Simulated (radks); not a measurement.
# Ge with its nuclear charge varied continuously

Aim: the energy of 32 electrons in [Ar] 3d10 4s2 4p2 as the nuclear charge moves through non-integer values, and a test of dE/dZ = E(electron-nucleus)/Z.

The numbers are computed with radks (a radial shooting solver on a logarithmic mesh, Libxc functionals) version 1 (Dirac Kohn-Sham, PBE, spin-unpolarised, spherical densities, point nucleus; open shells fill j = l - 1/2 first), except any that are marked as measured or tabulated.

## Step 1: The system

- element: germanium (Z = 32)
- charge: 0
- electrons: 32
- configuration: [Ar] 3d10 4s2 4p2

## Step 2: Z = 32

Settings of this run:

```text
Z 32
configuration [Ar] 3d10 4s2 4p2
relativity Dirac
functional pbe,pbe
spin unpolarised
j_filling energy
nucleus point
c 137.035999084
```

## Step 3: Z = 31.8

Input: that of step 2 with these lines changed.

```diff
@@ -1,2 +1,2 @@
-Z 32
+Z 31.8
 configuration [Ar] 3d10 4s2 4p2
```

## Step 4: Z = 31.9

Input: that of step 3 with these lines changed.

```diff
@@ -1,2 +1,2 @@
-Z 31.8
+Z 31.9
 configuration [Ar] 3d10 4s2 4p2
```

## Step 5: Z = 32.1

Input: that of step 4 with these lines changed.

```diff
@@ -1,2 +1,2 @@
-Z 31.9
+Z 32.1
 configuration [Ar] 3d10 4s2 4p2
```

## Step 6: Z = 32.2

Input: that of step 5 with these lines changed.

```diff
@@ -1,2 +1,2 @@
-Z 32.1
+Z 32.2
 configuration [Ar] 3d10 4s2 4p2
```

## Step 7: Z = 32.3

Input: that of step 6 with these lines changed.

```diff
@@ -1,2 +1,2 @@
-Z 32.2
+Z 32.3
 configuration [Ar] 3d10 4s2 4p2
```

## Step 8: Z = 32.4

Input: that of step 7 with these lines changed.

```diff
@@ -1,2 +1,2 @@
-Z 32.3
+Z 32.4
 configuration [Ar] 3d10 4s2 4p2
```

## Step 9: Z = 32.5

Input: that of step 8 with these lines changed.

```diff
@@ -1,2 +1,2 @@
-Z 32.4
+Z 32.5
 configuration [Ar] 3d10 4s2 4p2
```

## Step 10: Z = 32.6

Input: that of step 9 with these lines changed.

```diff
@@ -1,2 +1,2 @@
-Z 32.5
+Z 32.6
 configuration [Ar] 3d10 4s2 4p2
```

## Step 11: Z = 32.7

Input: that of step 10 with these lines changed.

```diff
@@ -1,2 +1,2 @@
-Z 32.6
+Z 32.7
 configuration [Ar] 3d10 4s2 4p2
```

## Step 12: Z = 32.8

Input: that of step 11 with these lines changed.

```diff
@@ -1,2 +1,2 @@
-Z 32.7
+Z 32.8
 configuration [Ar] 3d10 4s2 4p2
```

## Step 13: Z = 32.9

Input: that of step 12 with these lines changed.

```diff
@@ -1,2 +1,2 @@
-Z 32.8
+Z 32.9
 configuration [Ar] 3d10 4s2 4p2
```

## Step 14: Z = 33

Input: that of step 13 with these lines changed.

```diff
@@ -1,2 +1,2 @@
-Z 32.9
+Z 33
 configuration [Ar] 3d10 4s2 4p2
```

**Question.** What will these runs give? Wanted: for each run, Z; E; E(electron-nucleus)/Z; highest level; its energy; <r>.

The runs gave:

```
   Z  E (hartree)  E(electron-nucleus)/Z (hartree)  highest level  its energy (eV)  <r> (bohr)
31.8  -2067.41661                         -156.950          4p1/2           -2.443       3.065
31.9  -2083.14538                         -157.626          4p1/2           -3.175       2.962
  32  -2098.94169                         -158.301          4p1/2           -3.947       2.871
32.1  -2114.80547                         -158.975          4p1/2           -4.757       2.789
32.2  -2130.73666                         -159.649          4p1/2           -5.602       2.715
32.3  -2146.73520                         -160.322          4p1/2           -6.481       2.648
32.4  -2162.80106                         -160.995          4p1/2           -7.392       2.586
32.5  -2178.93420                         -161.668          4p1/2           -8.334       2.528
32.6  -2195.13457                         -162.340          4p1/2           -9.306       2.475
32.7  -2211.40217                         -163.012          4p1/2          -10.307       2.425
32.8  -2227.73695                         -163.684          4p1/2          -11.336       2.378
32.9  -2244.13889                         -164.355          4p1/2          -12.393       2.334
  33  -2260.60799                         -165.027          4p1/2          -13.477       2.292
```

At Z = 32 the central difference of E is -158.300 hartree, against -158.301 from the Hellmann-Feynman theorem. The top level goes from -2.443 eV at Z = 31.8 to -13.477 eV at Z = 33.
